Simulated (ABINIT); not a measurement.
Here is an ABINIT 10.8.3 (patched build) calculation.

Contents of run.abi:

```
pp_dirpath "./"
pseudos "As.LDA_PW-JTH.xml, S.LDA_PW-JTH.xml"

acell 3.64941845 3.6494184553 5.91358437 Angstrom
rprim
     1.0000000000     0.0000000000     0.0000000000
    -0.5000000006     0.8660254034     0.0000000000
     0.0000000000     0.0000000000     1.0000000000
ntypat 2
znucl 33 16
natom 3
typat 1 2 2
chkprim 0
chksymtnons 0
tolsym 1.0e-6
xred
            0.0            0.0            0.0
            1/3            2/3            1/4
            2/3            1/3            3/4

ecut 20.0
pawecutdg 40.0
ecutsm 0.5

kptopt 1
ngkpt 6 6 4
nshiftk 1
shiftk 0.0 0.0 0.0

ixc 7

nband 18
occopt 3
tsmear 0.05 eV

nstep 80
tolvrs 1.0e-10

iomode 3
prteig 0
prtebands 0
prtwf 0
prtden 0

ionmov 2
optcell 2
ntime 50
tolmxf 2.0e-5
dilatmx 1.08
```

Potentials or basis: JTH PAW LDA v2.0.

The run is started by

```console
$ abinit run.abi > log 2>&1
```

Problem. Predict the space group after relaxing (to 0.05 Å).

Solution. P-3m1 (No. 164).

Problem. Predict the relaxed cell.

Solution. a = 3.397 Å, b = 3.397 Å, c = 5.735 Å, α = 90.00°, β = 90.00°, γ = 120.00°.

Problem. Predict the band gap on the k mesh.

Solution. None (metal or under the smearing width).

Problem. What does it give for the relaxed volume?

Solution. 19.10 Å³/atom.

Step by step:
```csv
step,energy change (eV),largest force (eV/Å),pressure (GPa),volume (Å³)
1,0.0000,0.7401,-9.74,68.21
2,-0.1290,0.5430,-8.25,66.19
3,-0.3456,0.7715,3.00,57.29
4,-0.3702,0.3538,-0.48,59.22
5,-0.3775,0.3077,-0.45,59.06
6,-0.3949,0.0086,-0.02,58.02
7,-0.3955,0.0422,-0.10,58.16
8,-0.3956,0.0398,-0.09,58.14
9,-0.3973,0.0021,0.01,57.45
10,-0.3974,0.0023,0.01,57.30
11,-0.3974,0.0007,0.00,57.30
12,-0.3974,0.0001,0.00,57.30
```

Caveat: the volume moved by over 15 % at a fixed basis, so the end points are rough.
